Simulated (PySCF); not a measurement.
**The bond of SiNi−, level by level**

One table from this session's results is given with a row withheld; the runs are named, their logs left out.

Program: PySCF 2.14.0. Level of theory: Si def2-TZVPPD, Ni def2-TZVPPD, no relativity. These are calculated values, not measurements.

1 further run of the same task is left out (set aside as unsound or not needed).

The first run:

Settings of the job:

```
atoms                         : Si, Ni
charge                        : -1
basis                         : Si def2-TZVPPD, Ni def2-TZVPPD
Hamiltonian                   : no relativity
basis functions               : 115
electrons treated             : 43
masses in u                   : 27.9769, 57.9353
levels                        : PBE0, PBE, r²SCAN, B2PLYP, B3LYP, TPSSh, M06, revPBE, HSE06, HF, MP2, SCS-MP2
grid                          : 80 radial by 434 angular points
occupations                   : held fixed by the projection of orbital angular momentum
dissociation limit            : Si− + Ni, each in its ground configuration
starting distance in angstrom : 2.270
values of 2S to try           : 1, 3, 5, 7
```

On the command line:

```console
OMP_NUM_THREADS=2 python dia.py task.json out
```

Among the steps run: Set-up; First curve: PBE0; Other states along the same grid; PBE; r²SCAN (meta-GGA); B2PLYP; B3LYP (global hybrid GGA); TPSSh (hybrid meta-GGA); M06; revPBE (GGA); HSE06; UHF.

One table of the session follows, with a row left open; its other results are not shown here.

Energy (eV) from each level's lowest point:

```
R (Å)    UHF  UHF-MP2  UHF-SCS-MP2    PBE  revPBE
1.901  1.020    0.437        0.512  0.603   0.660
1.989  0.589    0.151        0.200  0.254   0.293
2.077  0.307    0.023        0.044  0.070   0.092
2.144  0.169    0.000        0.000  0.011   0.021
2.210  0.080    0.022        0.001  0.000   0.000
2.276  0.027    0.078        0.036  0.026   0.016
2.365  0.000    0.187        0.118  0.101   0.079
2.475  0.015    0.359        0.259  0.236   0.200
2.608      ?        ?            ?      ?       ?
2.785  0.195    0.896        0.721  0.696   0.629
```

**Question.** Estimate the row for R (Å) = 2.608.

Worked estimate for «UHF». A straight line through the neighbours (2.475, 0.015) and (2.785, 0.195) gives 0.015 + (0.195 − 0.015) × (2.608 − 2.475) / (2.785 − 2.475) = 0.092; a parabola fitted to 3 rows on both sides gives 0.067.

As computed: UHF: 0.076; UHF-MP2: 0.589; UHF-SCS-MP2: 0.454; PBE: 0.428; revPBE: 0.377. In «UHF» the line misses by +0.016 and the parabola by -0.009.

Limits of these values: Lowest PBE0 solution found, without spin–orbit coupling: ⁴Δ (quartet), unpaired electrons π ↑↑, δ ↑. The state is the lowest single determinant that the PBE0 search found; with open d or f shells the true ground state can be another one. At some levels the lowest empty orbital lies below the highest filled one (the two can be of opposite spin). Warnings in the runs' records: inverted.
